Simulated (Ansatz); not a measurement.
AlO2:

```
Al O
1.0
     1.48816   -5.40283    0.00000
     1.48816    5.40283    0.00000
     0.00000    0.00000    3.64661
Al O
2 4
Direct
  0.66813 0.33187 0.75000
  0.33187 0.66813 0.25000
  0.06107 0.93893 0.75000
  0.93893 0.06107 0.25000
  0.29418 0.70582 0.75000
  0.70582 0.29418 0.25000
```

The cell comes from a database or a generator and needn't be the stable form of this composition.

```yaml
Program: Ansatz 0.2.0
Task: relaxation of cell and atoms
Functional: PBEsol
Potentials_or_basis: Ansatz PAW earlier set
Cutoff: "930 eV (not typed: the program's choice for these potentials)"
k_mesh: 9 × 9 × 7
Occupations: fermi-dirac, width 0.05 eV
Spin: no spin polarisation
```

At the start: volume 9.77 Å³/atom.

**Question.** Where does the relaxation end?

**Answer.** It ends after 10 steps and the volume is 8.59 Å³/atom (-12.1 %); space group Cmcm (No. 63, to 0.05 Å).

The path:
```csv
step,energy change (eV),largest force (eV/Å),volume (Å³)
1,0.0000,0.6413,58.64
2,-0.3508,1.8111,55.02
3,-0.6991,1.5322,52.09
4,-0.9012,0.2825,50.64
5,-0.9170,0.1339,51.77
6,-0.9193,0.0288,51.63
7,-0.9197,0.0359,51.51
8,-0.9199,0.0148,51.53
9,-0.9199,0.0013,51.53
10,-0.9194,0.0013,51.53
```

Final structure:
```xyz
6
Lattice="1.4566 -4.9241 0.0000 1.4566 4.9241 0.0000 0.0000 0.0000 3.5922" Properties=species:S:1:pos:R:3 pbc="T T T"
Al    1.4566   -1.5921    2.6942
Al    1.4566    1.5921    0.8981
O     1.4566    4.6456    2.6942
O     1.4566   -4.6456    0.8981
O     1.4566    2.0181    2.6942
O     1.4566   -2.0181    0.8981
```

Caveat: the plane-wave basis is chosen anew once the cell has moved, so the energies of steps on either side of that aren't comparable; the PAW data sets come from PBE, with cores solved anew for the run's functional, which leaves a small shift of forces and pressure.
